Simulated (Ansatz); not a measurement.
# AlGe (quartet): wave-function methods side by side at distance Ge1–Al2 = 6.732 Å, cc-pVDZ

The task here is to estimate one member of a computed series from the others.

Computed with Ansatz 0.2.0, Gaussian basis. Level: cc-pVDZ, core rule «outside noble gas», up to 19 orbitals frozen.

The runs, in order: UHF; CCSD(T) on ROHF; CCSD(T) on UHF; BCCD(T) on ROHF; CISD; CCSDT(Q) on ROHF; CCSDT(Q) on UHF; CASSCF and MRCISD+Q, 5 electrons in 5 orbitals; CASSCF and NEVPT2, 5 electrons in 5 orbitals; CASSCF and MRCISD+Q, 7 electrons in 8 orbitals; CASSCF and NEVPT2, 7 electrons in 8 orbitals; Full CI.

15 further runs of the same task are left out: 13 that didn't finish, 2 set aside as unsound or not needed.

## The system

The geometry derives from a PBE0/def2-TZVP stationary point (not a proven minimum). One bond is set to the value named and the two fragments are kept rigid. No spin-orbit coupling is included. The filled d shell of Ge may be among the frozen orbitals whatever the setting's name suggests; the logs give the count.

2 atoms, charge 0, spin multiplicity 4.

Atoms are counted from 1 here; the program's logs count them from 0.

No contacts short enough for the rule that draws bonds.

The first run:

in.yaml reads:

```yaml
crystal:
  periodic: [false, false, false]
  atoms:
    - {symbol: Ge, position_ang: [0.000000, 0.000000, 0.000000]}
    - {symbol: Al, position_ang: [0.000000, 0.000000, 6.732000]}
basis:
  gaussian: {orbitals: cc-pVDZ}
magnetization: {spin_polarized: true, initial_magnetization: 3}
hamiltonian: {xc: hf}
output: {orbitals: {seedname: orbitals}}
```

Command:

```sh
$ ansatz run in.yaml --threads 1 --pin off --events-out ev --progress --plain --max-ram 2393MiB
```

Steps of the session up to this table: UHF; CCSD(T) on ROHF; CCSD(T) on UHF; BCCD(T) on ROHF; CISD; CCSDT(Q) on ROHF; CCSDT(Q) on UHF; CASSCF and MRCISD+Q, 5 electrons in 5 orbitals; CASSCF and NEVPT2, 5 electrons in 5 orbitals; CASSCF and MRCISD+Q, 7 electrons in 8 orbitals; CASSCF and NEVPT2, 7 electrons in 8 orbitals; Full CI.

One table of the session follows, with a row left open; its other results are not shown here.

| method | from FCI (kcal/mol) |
| --- | --- |
| ROHF | +70.29 |
| UHF | +66.03 |
| RMP2 | +21.99 |
| UMP2 | +21.62 |
| CISD | +5.38 |
| RCCSD | +1.52 |
| UCCSD | +1.17 |
| RCCSD(T) | +0.52 |
| UCCSD(T) | +0.29 |
| BCCD(T) | +0.52 |
| RCCSDT | +0.09 |
| UCCSDT | -0.11 |
| RCCSDT(Q) | ? |
| UCCSDT(Q) | -0.13 |
| FCI | 0 |

Estimate the missing values for RCCSDT(Q).

As computed: from FCI (kcal/mol): +0.07. In the column «from FCI (kcal/mol)» it lies between FCI (0) and RCCSDT (+0.09).

Among the levels timed on like hardware and quicker than the yardstick, those that no quicker one beats, quickest first: CISD (7.5 s, +5.38 kcal/mol); RCCSD(T) (21 s, +0.52 kcal/mol); BCCD(T) (22 s, +0.52 kcal/mol); RCCSDT(Q) (32 s, +0.07 kcal/mol).

Left out of the table: CASSCF pair, NEVPT2 pair, MRCISD pair, MRCISD+Q pair, CASSCF valence, NEVPT2 valence, MRCISD valence, MRCISD+Q valence (the active space lost an orbital or holds another state than full CI finds).

To keep in mind: The yardstick is full CI for this spin, exact in this basis with these frozen cores. UCCSDT, UCCSDT(Q) fall below full CI: unrestricted runs freeze a spin-polarised core, another one than full CI's, and coupled cluster isn't variational. Levels on UHF freeze UHF's core orbitals, full CI those of ROHF, so the U rows can settle a little off it for that reason alone. Restricted and unrestricted rows rest on different reference determinants; where their highest levels disagree by more than a few hundredths of an eV, they describe different states and don't form one ladder. Warnings in the runs' records: passed over end.
